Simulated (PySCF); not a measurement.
# C3H8Si: electronic excitations at several levels of theory

How much do the electronic excitations of C3H8Si (`C[C@H]1C[SiH2]1`) depend on the level of theory, and what does each level cost?

Programs: PySCF 2.14.0, with density-fitted response routines of our own. Each step states its level of theory. These are calculated values for one molecule in the gas phase, unless marked as measured. Atoms count from 0, in the outputs and in this text.

### 1 The molecule as given

12 atoms, charge 0, multiplicity 1; geometry from: GFN2-xTB.

Bonds of the start (Å): C0–C1 1.51, C1–C2 1.54, C2–Si3 1.88, Si3–C1 1.89, C0–H4 1.09, C0–H5 1.09, C0–H6 1.09, C1–H7 1.09, C2–H8 1.08, C2–H9 1.08, Si3–H10 1.45, Si3–H11 1.45.

### 2 Relaxing the molecule at PBE0-D3(BJ)/def2-SVP

The job: settings as JSON, then the geometry in Å.

```
{"job": {"xc": "PBE0", "basis": "def2-SVP", "d3": "d3bj", "grid": 1, "kind": "geom"}, "charge": 0, "multiplicity": 1}
C      1.373223    -0.696800    -0.076247
C      0.268791     0.162066     0.489294
C     -0.476910     1.079204    -0.490581
Si    -1.558175    -0.261749     0.266346
H      2.251697    -0.091283    -0.305354
H      1.049764    -1.184472    -0.993561
H      1.669762    -1.466773     0.634727
H      0.567864     0.651609     1.411036
H     -0.587026     2.112755    -0.192591
H     -0.169167     0.998540    -1.524379
H     -2.491445     0.101008     1.316932
H     -1.897179    -1.404789    -0.561650
```

The log of the run:

```text
step   0  E = -408.14055571  max force = 0.021957
step   1  E = -408.14151605  max force = 0.007024
step   2  E = -408.14218256  max force = 0.004290
step   3  E = -408.14259764  max force = 0.001800
step   4  E = -408.14269112  max force = 0.001072
step   5  E = -408.14278806  max force = 0.001128
step   6  E = -408.14283758  max force = 0.000832
step   7  E = -408.14285965  max force = 0.000460
step   8  E = -408.14286272  max force = 0.000238
optimisation converged
```

It took 21 s on 1 thread, shared host.

Relaxation path:

| step | energy from step 0 (eV) | largest force component (eV/Å) |
| --- | --- | --- |
| 0 | 0.0000 | 1.1291 |
| 1 | -0.0261 | 0.3612 |
| 2 | -0.0443 | 0.2206 |
| 3 | -0.0556 | 0.0926 |
| 4 | -0.0581 | 0.0551 |
| 5 | -0.0607 | 0.0580 |
| 6 | -0.0621 | 0.0428 |
| 7 | -0.0627 | 0.0237 |
| 8 | -0.0628 | 0.0122 |

Close pairs (by a distance rule), those that changed most:

| bond | before (Å) | after (Å) | change (Å) |
| --- | --- | --- | --- |
| Si3–H11 | 1.452 | 1.485 | +0.034 |
| Si3–H10 | 1.451 | 1.485 | +0.033 |
| C1–Si3 | 1.889 | 1.870 | -0.019 |
| C2–Si3 | 1.882 | 1.864 | -0.017 |
| C2–H9 | 1.082 | 1.097 | +0.015 |
| C2–H8 | 1.081 | 1.095 | +0.014 |
| C0–H5 | 1.088 | 1.102 | +0.014 |
| C0–H4 | 1.091 | 1.104 | +0.013 |

The next job starts from the end point, and lists it.

| at the end point | value |
| --- | --- |
| point group (found at 0.08 Å tolerance) | C1 |
| rotational constants (GHz, main isotopes) | 10.687, 4.376, 3.648 |
| dipole moment (D) | 0.22 |

### 3 Ultraviolet spectrum: PBE0/aug-cc-pVDZ

The job: settings as JSON, then the geometry in Å.

```
{"job": {"kind": "uv", "xc": "PBE0", "basis": "aug-cc-pVDZ"}, "charge": 0, "multiplicity": 1}
C      1.159520    -1.002269     0.102071
C      0.188145     0.069474     0.535940
C     -0.137752     1.206888    -0.445807
Si    -1.593878     0.120734    -0.027430
H      2.194396    -0.618332     0.082760
H      0.930726    -1.369261    -0.911514
H      1.132851    -1.869624     0.779060
H      0.349932     0.417958     1.564854
H     -0.093441     2.231829    -0.061598
H      0.298945     1.114489    -1.447685
H     -2.647732     0.627440     0.887570
H     -2.051098    -0.865087    -1.039980
```

Method: TDDFT PBE0/aug-cc-pVDZ, vertical, gas phase, core orbitals frozen in the response.

The log of the run:

```text
coarse grid: 9848 points
cycle   1  E = -408.2630934004  dE =  2.602e-01  |g| = 3.930e-01  |ddm| = 7.793e+00
cycle   2  E = -408.2071669755  dE =  5.593e-02  |g| = 5.823e-01  |ddm| = 2.210e+00
cycle   3  E = -408.3076616398  dE = -1.005e-01  |g| = 4.724e-02  |ddm| = 1.267e+00
cycle   4  E = -408.3082117320  dE = -5.501e-04  |g| = 2.054e-02  |ddm| = 1.559e-01
cycle   5  E = -408.3083136912  dE = -1.020e-04  |g| = 3.425e-03  |ddm| = 4.358e-02
cycle   6  E = -408.3083171045  dE = -3.413e-06  |g| = 8.188e-04  |ddm| = 8.963e-03
final grid: 88528 points
cycle   7  E = -408.3182964109  dE = -1.566e-05  |g| = 6.937e-03  |ddm| = 1.638e-01
cycle   8  E = -408.3182812533  dE =  1.516e-05  |g| = 9.994e-03  |ddm| = 3.830e-02
cycle   9  E = -408.3183096776  dE = -2.842e-05  |g| = 7.395e-04  |ddm| = 2.228e-02
cycle  10  E = -408.3183098327  dE = -1.550e-07  |g| = 1.379e-04  |ddm| = 1.900e-03
cycle  11  E = -408.3183098372  dE = -4.525e-09  |g| = 3.322e-05  |ddm| = 3.801e-04
cycle  12  E = -408.3183098375  dE = -3.431e-10  |g| = 1.178e-05  |ddm| = 1.250e-04
converged SCF energy = -408.3183098375

Static polarisability (au): isotropic 67.526, principal 58.378 63.743 80.458

Singlet excitations
state   eV       nm        f      main configurations
  1   5.6092    221.0   0.01199   H->L+1 0.66, H->L 0.27
  2   5.7696    214.9   0.14040   H->L 0.68, H->L+1 0.28
  3   6.0558    204.7   0.01503   H->L+2 0.94
  4   6.1990    200.0   0.00147   H->L+3 0.95
  5   6.3118    196.4   0.03793   H->L+4 0.84
  6   6.6672    186.0   0.02162   H->L+5 0.70, H-1->L 0.10
  7   6.9092    179.4   0.00346   H->L+6 0.51, H->L+5 0.15, H-1->L+1 0.09
  8   6.9343    178.8   0.00254   H-1->L 0.50, H->L+7 0.33
  9   6.9814    177.6   0.01057   H->L+6 0.37, H->L+7 0.32, H-1->L 0.15
 10   7.1053    174.5   0.01015   H-1->L+1 0.71, H-1->L 0.13

Triplet excitations (Tamm-Dancoff, eV): 4.6445 5.4998 5.7554 6.0602
```

Run time: 11 s. Hardware: 1 thread, shared host.

Frontier orbitals and where they lie:

| orbital | eV | atoms |
| --- | --- | --- |
| HOMO−3 | -9.83 | C1 27 %, C0 21 %, C2 20 % |
| HOMO−2 | -9.67 | Si3 42 %, H11 24 %, H10 22 % |
| HOMO−1 | -8.08 | C2 34 %, C1 25 %, Si3 12 % |
| HOMO | -6.62 | Si3 30 %, C1 28 %, C2 22 % |
| LUMO | -0.02 | Si3 42 %, H8 11 %, H9 11 % |
| LUMO+1 | 0.04 | Si3 17 %, H7 16 %, H6 15 % |
| LUMO+2 | 0.40 | Si3 40 %, H11 20 %, H10 11 % |

With each of the 10 states as a Gaussian band of 0.4 eV half-width at 1/e, the curve within the window shown has maxima at 213 nm (ε 6,800) L/(mol cm). Beyond the last state computed it falls off for lack of states. The curve at chosen wavelengths:

| nm | ε (L/mol/cm) |
| --- | --- |
| 167 | 459 |
| 170 | 795 |
| 173 | 1165 |
| 177 | 1594 |
| 180 | 1835 |
| 183 | 2034 |
| 186 | 2235 |
| 189 | 2478 |
| 193 | 2919 |
| 196 | 3377 |
| 199 | 3975 |
| 202 | 4707 |
| 205 | 5497 |
| 209 | 6395 |
| 212 | 6742 |
| 215 | 6692 |
| 218 | 6239 |
| 221 | 5465 |
| 225 | 4176 |
| 228 | 3199 |
| 231 | 2327 |
| 234 | 1614 |
| 237 | 1072 |
| 241 | 583 |
| 244 | 354 |
| 247 | 208 |

Further results of this job:

| property | computed |
| --- | --- |
| dipole moment (D) | 0.26 |
| polarisability (Å³) | 10.01 |
| HOMO–LUMO gap (eV) | 6.59 |
| −ε(HOMO) (eV) | 6.62 |

### 4 TDDFT and polarisability: PBE0/def2-TZVPD

Same as in step 3 but for these lines:

```diff
@@ -1,2 +1,2 @@
-{"job": {"kind": "uv", "xc": "PBE0", "basis": "aug-cc-pVDZ"}, "charge": 0, "multiplicity": 1}
+{"job": {"kind": "uv", "xc": "PBE0", "basis": "def2-TZVPD"}, "charge": 0, "multiplicity": 1}
 C      1.159520    -1.002269     0.102071
```

With the program's defaults for keys left out, this is: TDDFT PBE0/def2-TZVPD, vertical, gas phase, core orbitals frozen in the response.

The log of the run:

```text
coarse grid: 9848 points
cycle   1  E = -408.3211899703  dE =  2.239e-01  |g| = 4.206e-01  |ddm| = 3.316e+00
cycle   2  E = -408.2590881484  dE =  6.210e-02  |g| = 6.239e-01  |ddm| = 1.226e+00
cycle   3  E = -408.3692194142  dE = -1.101e-01  |g| = 5.300e-02  |ddm| = 6.568e-01
cycle   4  E = -408.3698438353  dE = -6.244e-04  |g| = 2.492e-02  |ddm| = 8.016e-02
cycle   5  E = -408.3699869974  dE = -1.432e-04  |g| = 4.330e-03  |ddm| = 2.641e-02
cycle   6  E = -408.3699914303  dE = -4.433e-06  |g| = 9.966e-04  |ddm| = 6.232e-03
final grid: 88528 points
cycle   7  E = -408.3623016823  dE = -3.786e-05  |g| = 6.998e-03  |ddm| = 1.989e-01
cycle   8  E = -408.3622878067  dE =  1.388e-05  |g| = 9.852e-03  |ddm| = 1.864e-02
cycle   9  E = -408.3623139807  dE = -2.617e-05  |g| = 8.111e-04  |ddm| = 9.910e-03
cycle  10  E = -408.3623141488  dE = -1.682e-07  |g| = 2.417e-04  |ddm| = 1.137e-03
cycle  11  E = -408.3623141620  dE = -1.319e-08  |g| = 4.124e-05  |ddm| = 3.031e-04
cycle  12  E = -408.3623141625  dE = -4.627e-10  |g| = 1.216e-05  |ddm| = 9.863e-05
converged SCF energy = -408.3623141625

Static polarisability (au): isotropic 67.203, principal 58.140 63.430 80.040

Singlet excitations
state   eV       nm        f      main configurations
  1   5.8365    212.4   0.02217   H->L+1 0.87
  2   5.8626    211.5   0.16554   H->L 0.90
  3   6.2748    197.6   0.02019   H->L+2 0.94
  4   6.4641    191.8   0.03614   H->L+3 0.60, H->L+4 0.29
  5   6.6489    186.5   0.00019   H->L+4 0.61, H->L+3 0.28
  6   6.8546    180.9   0.00726   H-1->L 0.52, H->L+5 0.34
  7   7.0476    175.9   0.01654   H->L+5 0.46, H-1->L 0.39
  8   7.2360    171.3   0.00161   H->L+6 0.49, H-1->L+1 0.38
  9   7.4178    167.1   0.01621   H-1->L+1 0.57, H->L+6 0.29
 10   7.6457    162.2   0.03073   H->L+7 0.94

Triplet excitations (Tamm-Dancoff, eV): 4.5672 5.6739 5.8121 6.1652
```

Run time: 16 s. Hardware: 1 thread, shared host.

This run: HOMO -6.62 eV, LUMO 0.08 eV; lowest singlet 5.84 eV.

### 5 TDDFT and polarisability: PBE0/6-31+G*

Same as in step 4 but for these lines:

```diff
@@ -1,2 +1,2 @@
-{"job": {"kind": "uv", "xc": "PBE0", "basis": "def2-TZVPD"}, "charge": 0, "multiplicity": 1}
+{"job": {"kind": "uv", "xc": "PBE0", "basis": "6-31+G*"}, "charge": 0, "multiplicity": 1}
 C      1.159520    -1.002269     0.102071
```

Method: TDDFT PBE0/6-31+G*, vertical, gas phase, core orbitals frozen in the response.

The log of the run:

```text
coarse grid: 9848 points
cycle   1  E = -408.2874465642  dE =  2.431e-01  |g| = 4.009e-01  |ddm| = 3.209e+00
cycle   2  E = -408.2322333820  dE =  5.521e-02  |g| = 5.850e-01  |ddm| = 1.704e+00
cycle   3  E = -408.3338466036  dE = -1.016e-01  |g| = 4.461e-02  |ddm| = 1.386e+00
cycle   4  E = -408.3343183872  dE = -4.718e-04  |g| = 2.029e-02  |ddm| = 9.732e-02
cycle   5  E = -408.3344190817  dE = -1.007e-04  |g| = 2.947e-03  |ddm| = 3.061e-02
cycle   6  E = -408.3344216307  dE = -2.549e-06  |g| = 6.616e-04  |ddm| = 8.511e-03
final grid: 88528 points
cycle   7  E = -408.2923354554  dE = -1.310e-05  |g| = 6.981e-03  |ddm| = 5.692e-02
cycle   8  E = -408.2923207013  dE =  1.475e-05  |g| = 9.982e-03  |ddm| = 2.413e-02
cycle   9  E = -408.2923491878  dE = -2.849e-05  |g| = 6.760e-04  |ddm| = 1.802e-02
cycle  10  E = -408.2923493110  dE = -1.232e-07  |g| = 1.305e-04  |ddm| = 1.597e-03
cycle  11  E = -408.2923493151  dE = -4.146e-09  |g| = 2.602e-05  |ddm| = 2.425e-04
cycle  12  E = -408.2923493153  dE = -2.078e-10  |g| = 7.487e-06  |ddm| = 7.665e-05
converged SCF energy = -408.2923493153

Static polarisability (au): isotropic 61.386, principal 52.463 56.864 74.832

Singlet excitations
state   eV       nm        f      main configurations
  1   5.7505    215.6   0.00862   H->L+1 0.96
  2   5.8313    212.6   0.17046   H->L 0.95
  3   6.2607    198.0   0.02358   H->L+2 0.96
  4   6.4868    191.1   0.00447   H->L+3 0.77, H->L+4 0.19
  5   6.6326    186.9   0.03025   H->L+4 0.67, H->L+3 0.19
  6   6.9067    179.5   0.01216   H-1->L 0.76, H->L+5 0.13
  7   7.1259    174.0   0.00550   H->L+5 0.68, H-1->L 0.15, H-1->L+1 0.13
  8   7.2210    171.7   0.00625   H-1->L+1 0.62, H->L+6 0.21, H->L+5 0.08
  9   7.3750    168.1   0.00953   H->L+6 0.70, H-1->L+1 0.21
 10   7.6409    162.3   0.04674   H->L+7 0.77, H->L+8 0.12

Triplet excitations (Tamm-Dancoff, eV): 4.6263 5.6252 5.9015 6.2201
```

Run time: 4.7 s. Hardware: 1 thread, shared host.

This run: HOMO -6.60 eV, LUMO 0.07 eV; lowest singlet 5.75 eV.

### 6 Side by side: electronic excitations

Excitations and ground-state properties, with basis size and wall time:

| run | lowest singlet (eV) | brightest (eV) | f | gap (eV) | α (Å³) | μ (D) | functions | time |
| --- | --- | --- | --- | --- | --- | --- | --- | --- |
| PBE0/aug-cc-pVDZ | 5.61 | 5.77 | 0.140 | 6.59 | 10.01 | 0.26 | 168 | 11 s |
| PBE0/def2-TZVPD | 5.84 | 5.86 | 0.166 | 6.70 | 9.96 | 0.22 | 226 | 16 s |
| PBE0/6-31+G* | 5.75 | 5.83 | 0.170 | 6.66 | 9.10 | 0.28 | 92 | 4.7 s |

### 7 Results

| quantity | value |
| --- | --- |
| point group | C1 |
| rotational constants (main isotopes) | 10.69, 4.38, 3.65 GHz |
| lowest singlet (PBE0/aug-cc-pVDZ) | 5.61 eV (221 nm), f = 0.012 |
| brightest single state of those computed | state 2, 5.77 eV, f = 0.140 |
| lowest triplet | 4.64 eV |
| range of the lowest singlet | 5.61 to 5.84 eV |

**Reading.** Single values in the summary come from the first run of each kind that ended normally (PBE0/aug-cc-pVDZ), which need not be the best level. The optimisation took 8 steps and gained 0.063 eV; among the close pairs (by a distance rule), Si3–H11 changed most, from 1.452 to 1.485 Å. No frequency check was run at this level, so the end point may be a saddle. The lowest singlet, at 5.61 eV, is HOMO→LUMO+1 0.66, HOMO→LUMO 0.27 and is weak; of the 10 states computed, the strongest absorption comes from state 2 at 5.77 eV. The lowest triplet lies 0.96 eV below the lowest singlet (triplets in Tamm-Dancoff, singlets in full TDDFT). The lowest singlet runs from 5.61 eV (PBE0/aug-cc-pVDZ) to 5.84 eV (PBE0/def2-TZVPD), while the orbital gap spans 6.59 to 6.70 eV. The lowest state need not be the same one in every run.
